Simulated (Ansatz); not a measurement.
# SiHF3 + H2O: a complex and its separated parts, part 2 of 3

Ansatz 0.2.0, Gaussian basis. Earlier steps stand in the parts before.

### Step 9. PBE0-D4/def2-TZVPP

The inputs:

parta/in.yaml

```yaml
crystal:
  periodic: [false, false, false]
  atoms:
    - {symbol: Si, position_ang: [-0.959439, 0.289108, -0.459342]}
    - {symbol: H, position_ang: [-0.529835, -0.867503, -1.242899]}
    - {symbol: F, position_ang: [-2.335227, 0.837971, -0.988429]}
    - {symbol: F, position_ang: [-1.133693, -0.099953, 1.054674]}
    - {symbol: F, position_ang: [0.101173, 1.446934, -0.551646]}
basis:
  gaussian: {orbitals: def2-TZVPP}
hamiltonian: {xc: pbe0, dispersion: d4}
output: {orbitals: {seedname: orbitals}}
```

partb/in.yaml

```yaml
crystal:
  periodic: [false, false, false]
  atoms:
    - {symbol: H, position_ang: [1.328412, -0.906298, 1.358475]}
    - {symbol: O, position_ang: [1.464780, -0.724862, 0.426126]}
    - {symbol: H, position_ang: [2.063829, 0.024403, 0.403041]}
basis:
  gaussian: {orbitals: def2-TZVPP}
hamiltonian: {xc: pbe0, dispersion: d4}
output: {orbitals: {seedname: orbitals}}
```

Each run has its own folder and the same command.

Command:

```console
ansatz run in.yaml --threads 4 --pin off --events-out ev --progress --plain --max-ram 9574MiB
```

Log of parta, cut to the lines that bear on the results:

```text
Functional definition: PBE0
  name "PBE0"
  cite "Adamo & Barone, J. Chem. Phys. 110, 6158 (1999) doi:10.1063/1.478522"
  cite "Perdew, Burke & Ernzerhof, Phys. Rev. Lett. 77, 3865 (1996) doi:10.1103/PhysRevLett.77.3865"
  parent pbe
[...]
818 factors; their error is unknown
[...]
mean field -16042.94287933 eV, -589.5672765180 hartree, gradient 5.2e-5 eV, S^2 0.000000; 0 other end points of the search recorded, 0 dependent functions left out
reference -16042.94290009 eV, -589.5672772809 hartree; 21, 21 occupied and 128, 128 virtual orbitals, 818 factors
Total energy: -16043.00178208 eV, -589.5694411541 hartree
```

Log of partb, cut to the lines that bear on the results:

```text
[... 5 set-up lines as earlier in the session ...]
[...]
269 factors; their error is unknown
[...]
mean field -2078.42782081 eV, -76.3808136058 hartree, gradient 1.2e-5 eV, S^2 0.000000; 0 other end points of the search recorded, 0 dependent functions left out
reference -2078.42783531 eV, -76.3808141388 hartree; 5, 5 occupied and 54, 54 virtual orbitals, 269 factors
Total energy: -2078.43209113 eV, -76.3809705373 hartree
```

Wall times: 0.95 s (parta), 0.2 s (partb) on 4 threads of Arm Neoverse V1, shared host.

### Step 10. B3LYP-D4/def2-TZVPP

Each input of step 9 (parta, partb) changes in the same lines:

```diff
-hamiltonian: {xc: pbe0, dispersion: d4}
-output: {orbitals: {seedname: orbitals}}
+hamiltonian: {xc: {name: B3LYP}, dispersion: d4}
```

One command serves all of them, each in its own folder.

Command:

```console
ansatz run in.yaml --threads 4 --pin off --events-out ev --progress --plain --max-ram 9574MiB
```

Output in parta, cut to the lines that bear on the results:

```text
Functional definition: B3LYP
  name "B3LYP"
  cite "Stephens, Devlin, Chabalowski & Frisch, J. Phys. Chem. 98, 11623 (1994) doi:10.1021/j100096a001"
[... 2 set-up lines as earlier in the session ...]
  cite "Vosko, Wilk & Nusair, Can. J. Phys. 58, 1200 (1980) doi:10.1139/p80-159"
[...]
818 factors; their error is unknown
[...]
mean field -16054.68585609 eV, -589.9988229546 hartree, gradient 3.6e-5 eV, S^2 0.000000; 0 other end points of the search recorded, 0 dependent functions left out
reference -16054.68604305 eV, -589.9988298250 hartree; 21, 21 occupied and 128, 128 virtual orbitals, 818 factors
Total energy: -16054.80282638 eV, -590.0031215334 hartree
```

partb printed, cut to the lines that bear on the results:

```text
[... 6 set-up lines as earlier in the session ...]
[...]
269 factors; their error is unknown
[...]
mean field -2080.76395957 eV, -76.4666651216 hartree, gradient 1.1e-5 eV, S^2 0.000000; 0 other end points of the search recorded, 0 dependent functions left out
reference -2080.76409793 eV, -76.4666702063 hartree; 5, 5 occupied and 54, 54 virtual orbitals, 269 factors
Total energy: -2080.77252397 eV, -76.4669798578 hartree
```

They took 1 s (parta), 0.25 s (partb) on 4 threads of Arm Neoverse V1, shared host.

### Step 11. r2SCAN0-D4/def2-TZVPP

Each input of step 10 (parta, partb) changes in the same lines:

```diff
-hamiltonian: {xc: {name: B3LYP}, dispersion: d4}
+hamiltonian: {xc: {name: r2SCAN0}, dispersion: d4}
```

One command serves all of them, each in its own folder.

Command:

```console
ansatz run in.yaml --threads 4 --pin off --events-out ev --progress --plain --max-ram 9574MiB
```

Output in parta, cut to the lines that bear on the results:

```text
Functional definition: r2SCAN0
  name "r2SCAN0"
  cite "Bursch, Neugebauer, Ehlert & Grimme, J. Chem. Phys. 156, 134105 (2022) doi:10.1063/5.0086040"
[... 3 set-up lines as earlier in the session ...]
[...]
818 factors; their error is unknown
[...]
mean field -16048.97244693 eV, -589.7888590404 hartree, gradient 3.9e-5 eV, S^2 0.000000; 0 other end points of the search recorded, 0 dependent functions left out
reference -16048.97245292 eV, -589.7888592607 hartree; 21, 21 occupied and 128, 128 virtual orbitals, 818 factors
Total energy: -16048.99118306 eV, -589.7895475803 hartree
```

Log of partb, cut to the lines that bear on the results:

```text
[... 6 set-up lines as earlier in the session ...]
[...]
269 factors; their error is unknown
[...]
mean field -2079.27470718 eV, -76.4119361059 hartree, gradient 2.0e-5 eV, S^2 0.000000; 0 other end points of the search recorded, 0 dependent functions left out
reference -2079.27471128 eV, -76.4119362566 hartree; 5, 5 occupied and 54, 54 virtual orbitals, 269 factors
Total energy: -2079.27611543 eV, -76.4119878582 hartree
```

Times: 1.9 s (parta), 0.5 s (partb) on 4 threads of Arm Neoverse V1, shared host.

### Step 12. BHLYP-D4/def2-TZVPP

The same edit goes into each in.yaml of step 11 (parta, partb):

```diff
-hamiltonian: {xc: {name: r2SCAN0}, dispersion: d4}
+hamiltonian: {xc: {name: BHLYP}, dispersion: d4}
```

One command serves all of them, each in its own folder.

Command:

```console
ansatz run in.yaml --threads 4 --pin off --events-out ev --progress --plain --max-ram 9574MiB
```

parta printed, cut to the lines that bear on the results:

```text
Functional definition: BHLYP
  name "BHLYP"
  cite "Becke, J. Chem. Phys. 98, 1372 (1993) doi:10.1063/1.464304"
[... 2 set-up lines as earlier in the session ...]
[...]
894 factors; their error is unknown
[...]
mean field -16051.39491381 eV, -589.8778830562 hartree, gradient 1.7e-5 eV, S^2 0.000000; 0 other end points of the search recorded, 0 dependent functions left out
reference -16051.39503630 eV, -589.8778875576 hartree; 21, 21 occupied and 128, 128 virtual orbitals, 894 factors
Total energy: -16051.47947805 eV, -589.8809907347 hartree
```

Output in partb, cut to the lines that bear on the results:

```text
[... 5 set-up lines as earlier in the session ...]
[...]
295 factors; their error is unknown
[...]
mean field -2079.57890902 eV, -76.4231153172 hartree, gradient 2.0e-5 eV, S^2 0.000000; 0 other end points of the search recorded, 0 dependent functions left out
reference -2079.57899981 eV, -76.4231186538 hartree; 5, 5 occupied and 54, 54 virtual orbitals, 295 factors
Total energy: -2079.58395162 eV, -76.4233006293 hartree
```

Times: 0.96 s (parta), 0.2 s (partb) on 4 threads of Arm Neoverse V1, shared host.

### Step 13. CAM-B3LYP-D4/def2-TZVPP

The same edit goes into each in.yaml of step 12 (parta, partb):

```diff
-hamiltonian: {xc: {name: BHLYP}, dispersion: d4}
+hamiltonian: {xc: {name: CAM-B3LYP}, dispersion: d4}
```

One command serves all of them, each in its own folder.

Command:

```console
ansatz run in.yaml --threads 4 --pin off --events-out ev --progress --plain --max-ram 9574MiB
```

parta printed, cut to the lines that bear on the results:

```text
Functional definition: CAM-B3LYP
  name "CAM-B3LYP"
  cite "Yanai, Tew & Handy, Chem. Phys. Lett. 393, 51 (2004) doi:10.1016/j.cplett.2004.06.011"
  cite "Iikura, Tsuneda, Yanai & Hirao, J. Chem. Phys. 115, 3540 (2001) doi:10.1063/1.1383587"
[... 2 set-up lines as earlier in the session ...]
[...]
  # Exact exchange under (alpha + beta erf(omega r))/r, Becke's under what is left of 1/r.
[...]
818 factors; their error is unknown
165 factors; integrals over basis functions are off by at most 7.9e-6 eV
[...]
mean field -16052.69290763 eV, -589.9255834492 hartree, gradient 4.2e-5 eV, S^2 0.000000; 0 other end points of the search recorded, 0 dependent functions left out
reference -16052.69299852 eV, -589.9255867896 hartree; 21, 21 occupied and 128, 128 virtual orbitals, 818 factors
Total energy: -16052.75171712 eV, -589.9277446581 hartree
```

Output in partb, cut to the lines that bear on the results:

```text
[... 6 set-up lines as earlier in the session ...]
[...]
  # Exact exchange under (alpha + beta erf(omega r))/r, Becke's under what is left of 1/r.
[...]
269 factors; their error is unknown
72 factors; integrals over basis functions are off by at most 1.6e-5 eV
[...]
mean field -2079.99968552 eV, -76.4385785684 hartree, gradient 1.1e-5 eV, S^2 0.000000; 0 other end points of the search recorded, 0 dependent functions left out
reference -2079.99975295 eV, -76.4385810464 hartree; 5, 5 occupied and 54, 54 virtual orbitals, 269 factors
Total energy: -2080.00381890 eV, -76.4387304675 hartree
```

They took 1.1 s (parta), 0.25 s (partb) on 4 threads of Arm Neoverse V1, shared host.

### Step 14. wB97X-V/def2-TZVPP

Each input of step 13 (parta, partb) changes in the same lines:

```diff
-hamiltonian: {xc: {name: CAM-B3LYP}, dispersion: d4}
+hamiltonian: {xc: {name: wB97X-V}}
```

Each run has its own folder and the same command.

Command:

```console
ansatz run in.yaml --threads 4 --pin off --events-out ev --progress --plain --max-ram 9574MiB
```

Output in parta, cut to the lines that bear on the results:

```text
Functional definition: wB97X-V
  name "wB97X-V"
  cite "Mardirossian & Head-Gordon, Phys. Chem. Chem. Phys. 16, 9904 (2014) doi:10.1039/C3CP54374A"
[... 2 set-up lines as earlier in the session ...]
[...]
      + integral(e_c_pw_opposite_spin*poly(b97_u_opposite, cos0, cos1)) + vv10(b, c)
818 factors; their error is unknown
154 factors; integrals over basis functions are off by at most 8.8e-6 eV
[...]
mean field -16050.05476960 eV, -589.8286336649 hartree, gradient 3.9e-5 eV, S^2 0.000000; 0 other end points of the search recorded, 0 dependent functions left out
reference -16050.05476822 eV, -589.8286336143 hartree; 21, 21 occupied and 128, 128 virtual orbitals, 818 factors
Total energy: -16050.05476822 eV, -589.8286336143 hartree
```

partb printed, cut to the lines that bear on the results:

```text
[... 5 set-up lines as earlier in the session ...]
[...]
      + integral(e_c_pw_opposite_spin*poly(b97_u_opposite, cos0, cos1)) + vv10(b, c)
269 factors; their error is unknown
69 factors; integrals over basis functions are off by at most 2.2e-5 eV
[...]
mean field -2079.88767191 eV, -76.4344621440 hartree, gradient 2.2e-5 eV, S^2 0.000000; 0 other end points of the search recorded, 0 dependent functions left out
reference -2079.88767101 eV, -76.4344621111 hartree; 5, 5 occupied and 54, 54 virtual orbitals, 269 factors
Total energy: -2079.88767101 eV, -76.4344621111 hartree
```

Times: 2.3 s (parta), 0.4 s (partb) on 4 threads of Arm Neoverse V1, shared host.

### Step 15. wB97M-V/def2-TZVPP

Each input of step 14 (parta, partb) changes in the same lines:

```diff
-hamiltonian: {xc: {name: wB97X-V}}
+hamiltonian: {xc: {name: wB97M-V}}
```

The same command starts each run, in its folder.

Command:

```console
ansatz run in.yaml --threads 4 --pin off --events-out ev --progress --plain --max-ram 9574MiB
```

parta printed, cut to the lines that bear on the results:

```text
Functional definition: wB97M-V
  name "wB97M-V"
  cite "Mardirossian & Head-Gordon, J. Chem. Phys. 144, 214110 (2016) doi:10.1063/1.4952647"
[... 2 set-up lines as earlier in the session ...]
  # Of w^i u^j: cxij and so on, Table III.
[...]
  gx(w, u) = 1 - cx + cx01*u + cx10*w
[...]
      + integral(e_c_pw_mod_opposite_spin*gos(b97_w_opposite, b97_u_opposite)) + vv10(b, c)
818 factors; their error is unknown
154 factors; integrals over basis functions are off by at most 8.8e-6 eV
[...]
mean field -16051.74108063 eV, -589.8906044524 hartree, gradient 7.4e-5 eV, S^2 0.000000; 0 other end points of the search recorded, 0 dependent functions left out
reference -16051.74111467 eV, -589.8906057031 hartree; 21, 21 occupied and 128, 128 virtual orbitals, 818 factors
Total energy: -16051.74111467 eV, -589.8906057031 hartree
```

partb printed, cut to the lines that bear on the results:

```text
[... 5 set-up lines as earlier in the session ...]
  # Of w^i u^j: cxij and so on, Table III.
[...]
  gx(w, u) = 1 - cx + cx01*u + cx10*w
[...]
      + integral(e_c_pw_mod_opposite_spin*gos(b97_w_opposite, b97_u_opposite)) + vv10(b, c)
269 factors; their error is unknown
69 factors; integrals over basis functions are off by at most 2.2e-5 eV
[...]
mean field -2079.85938210 eV, -76.4334225128 hartree, gradient 2.9e-5 eV, S^2 0.000000; 0 other end points of the search recorded, 0 dependent functions left out
reference -2079.85940411 eV, -76.4334233216 hartree; 5, 5 occupied and 54, 54 virtual orbitals, 269 factors
Total energy: -2079.85940411 eV, -76.4334233216 hartree
```

Wall times: 2.7 s (parta), 0.45 s (partb) on 4 threads of Arm Neoverse V1, shared host.

### Step 16. B2PLYP/def2-TZVPP

Each input of step 15 (parta, partb) changes in the same lines:

```diff
-hamiltonian: {xc: {name: wB97M-V}}
+hamiltonian: {xc: {name: B2PLYP}}
```

Each run has its own folder and the same command.

Command:

```console
ansatz run in.yaml --threads 4 --pin off --events-out ev --progress --plain --max-ram 9574MiB
```

parta printed, cut to the lines that bear on the results:

```text
Functional definition: B2PLYP
  name "B2PLYP"
  cite "Grimme, J. Chem. Phys. 124, 034108 (2006) doi:10.1063/1.2148954"
[... 2 set-up lines as earlier in the session ...]
[...]
942 factors; integrals over basis functions are off by at most 1.1e-3 eV
[...]
mean field -16039.31971459 eV, -589.4341276698 hartree, gradient 1.3e-6 eV, S^2 0.000000; 0 other end points of the search recorded, 0 dependent functions left out
8 core orbitals not correlated: weight in the atoms' cores, before any rotation towards them, 1.000 or more for the frozen orbitals, at most 0.000 for the correlated occupied ones
reference -16039.31982896 eV, -589.4341318726 hartree; 13, 13 occupied and 128, 128 virtual orbitals, 942 factors
second order -27.74463538 eV of doubles, -0.00000000 eV of singles
Total energy: -16046.81088051 eV, -589.7094229396 hartree
```

Output in partb, cut to the lines that bear on the results:

```text
[... 5 set-up lines as earlier in the session ...]
[...]
361 factors; integrals over basis functions are off by at most 7.6e-4 eV
[...]
mean field -2077.03828123 eV, -76.3297489682 hartree, gradient 8.5e-7 eV, S^2 0.000000; 0 other end points of the search recorded, 0 dependent functions left out
1 core orbitals not correlated: weight in the atoms' cores, before any rotation towards them, 1.000 or more for the frozen orbitals, at most 0.000 for the correlated occupied ones
reference -2077.03836626 eV, -76.3297520928 hartree; 4, 4 occupied and 54, 54 virtual orbitals, 361 factors
second order -8.41871817 eV of doubles, -0.00000000 eV of singles
Total energy: -2079.31142016 eV, -76.4132852831 hartree
```

Wall times: 1.7 s (parta), 0.3 s (partb) on 4 threads of Arm Neoverse V1, shared host.

[end of part 2 of 3]
